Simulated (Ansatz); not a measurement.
# C₃H₉ClGeOSe: vertical ionisation energy

One table from this session's results is given with a row withheld; the runs are named, their logs left out.

Method: unrestricted cation, the program's frozen cores in correlated methods; program: Ansatz 0.2.0, Gaussian basis.

Levels to be run: UKS PBE-D4/def2-TZVPP; UKS r2SCAN-D4/def2-TZVPP; UKS PBE0-D4/def2-TZVPP; UKS B3LYP-D4/def2-TZVPP; UKS wB97X-V/def2-TZVPP; UKS wB97M-V/def2-TZVPP; UKS B2PLYP/def2-TZVPP; UHF-CCSD(T)/def2-TZVPP; UHF-MP2/def2-QZVPP; extrapolation to the limit; then −ε(HOMO) from the neutral's earlier runs with LDA (SPW92), PBE-D4, revPBE-D4, BLYP-D4, r2SCAN-D4, B97M-V, PBE0-D4, B3LYP-D4, r2SCANh-D4, r2SCAN0-D4, HSE06-D4, BHLYP-D4, CAM-B3LYP-D4, LC-ωPBE, ωB97X-V, ωB97M-V.

## The geometry

All runs share one geometry, relaxed beforehand with PBE0-D4 in a triple-zeta def2 set.

SMILES `C[O][Ge]([CH3])([Cl])[Se]C`, 16 atoms, charge 0, spin multiplicity 1.

Atoms are counted from 1 here; the program's logs count them from 0.

Bond lengths: C1–O2 1.413 Å, C1–H8 1.095 Å, C1–H9 1.092 Å, C1–H10 1.096 Å, O2–Ge3 1.762 Å, Ge3–C4 1.930 Å, Ge3–Cl5 2.174 Å, Ge3–Se6 2.344 Å, C4–H11 1.090 Å, C4–H12 1.090 Å, C4–H13 1.090 Å, Se6–C7 1.957 Å, C7–H14 1.087 Å, C7–H15 1.088 Å, C7–H16 1.089 Å. Angles: O2–C1–H8 111.4°, O2–C1–H9 107.5°, O2–C1–H10 112.0°, H8–C1–H9 108.7°, H8–C1–H10 108.5°, H9–C1–H10 108.6°, C1–O2–Ge3 120.9°, O2–Ge3–C4 106.7°, O2–Ge3–Cl5 108.3°, O2–Ge3–Se6 107.8°, C4–Ge3–Cl5 108.4°, C4–Ge3–Se6 117.4°, Cl5–Ge3–Se6 107.9°, Ge3–C4–H11 109.0°, Ge3–C4–H12 109.0°, Ge3–C4–H13 109.9°, H11–C4–H12 109.9°, H11–C4–H13 109.5° and more.

Set-up of the first run:

Contents of in.yaml:

```yaml
crystal:
  periodic: [false, false, false]
  atoms:
    - {symbol: C, position_ang: [-0.347566, -0.860801, -2.625835]}
    - {symbol: O, position_ang: [-0.520706, -1.380482, -1.323833]}
    - {symbol: Ge, position_ang: [0.046055, -0.490482, 0.087851]}
    - {symbol: C, position_ang: [-0.169891, -1.662122, 1.606428]}
    - {symbol: Cl, position_ang: [2.166697, -0.082479, -0.166322]}
    - {symbol: Se, position_ang: [-1.080069, 1.564230, 0.140693]}
    - {symbol: C, position_ang: [0.202707, 2.544282, 1.246121]}
    - {symbol: H, position_ang: [0.711510, -0.818847, -2.901353]}
    - {symbol: H, position_ang: [-0.863329, -1.529147, -3.317987]}
    - {symbol: H, position_ang: [-0.773089, 0.143874, -2.726616]}
    - {symbol: H, position_ang: [-1.224334, -1.919343, 1.708310]}
    - {symbol: H, position_ang: [0.417727, -2.565754, 1.443650]}
    - {symbol: H, position_ang: [0.172037, -1.162183, 2.512158]}
    - {symbol: H, position_ang: [1.192154, 2.490453, 0.798852]}
    - {symbol: H, position_ang: [0.214978, 2.152940, 2.260836]}
    - {symbol: H, position_ang: [-0.144880, 3.575890, 1.257027]}
basis:
  gaussian: {orbitals: def2-TZVPP}
total_charge: 1
magnetization: {spin_polarized: true, initial_magnetization: 1}
hamiltonian: {xc: pbe, dispersion: d4}
```

On the command line:

```
$ ansatz run in.yaml --threads 4 --pin off --events-out ev --progress --plain --max-ram 66560MiB --backend cuda --devices 0, --max-vram 37GiB
```

Among the steps run: Cation, UKS PBE-D4/def2-TZVPP; Cation, UKS r2SCAN-D4/def2-TZVPP; Cation, UKS PBE0-D4/def2-TZVPP; Cation, UKS B3LYP-D4/def2-TZVPP; Cation, UKS wB97X-V/def2-TZVPP; Cation, UKS wB97M-V/def2-TZVPP; Cation, UKS B2PLYP (frozen core)/def2-TZVPP; Cation, UHF-CCSD(T)/def2-TZVPP; Cation, UHF-MP2/def2-QZVPP.

One of the session's tables, all rows but one given; the rest of the session is left out.

Orbital estimates, from the neutral's runs:

```
  functional  −ε(HOMO) (eV)
 LDA (SPW92)           5.74
      PBE-D4           5.60
   revPBE-D4           5.54
     BLYP-D4           5.43
   r2SCAN-D4           5.87
      B97M-V           5.96
     PBE0-D4           6.77
    B3LYP-D4              ?
  r2SCANh-D4           6.30
  r2SCAN0-D4           6.94
    HSE06-D4           6.37
    BHLYP-D4           7.78
CAM-B3LYP-D4           8.06
     LC-ωPBE           9.42
     ωB97X-V           9.08
     ωB97M-V           8.94
```

Q: Estimate the row for B3LYP-D4 from the others.

Worked estimate for «−ε(HOMO) (eV)». Against the share of exact exchange, BLYP-D4 (0, 5.43), BHLYP-D4 (0.5, 7.78) give a slope of 4.70 per unit share; at 0.2 the line stands at 6.37.

As computed: −ε(HOMO) (eV): 6.53. In «−ε(HOMO) (eV)» the line misses by -0.16.
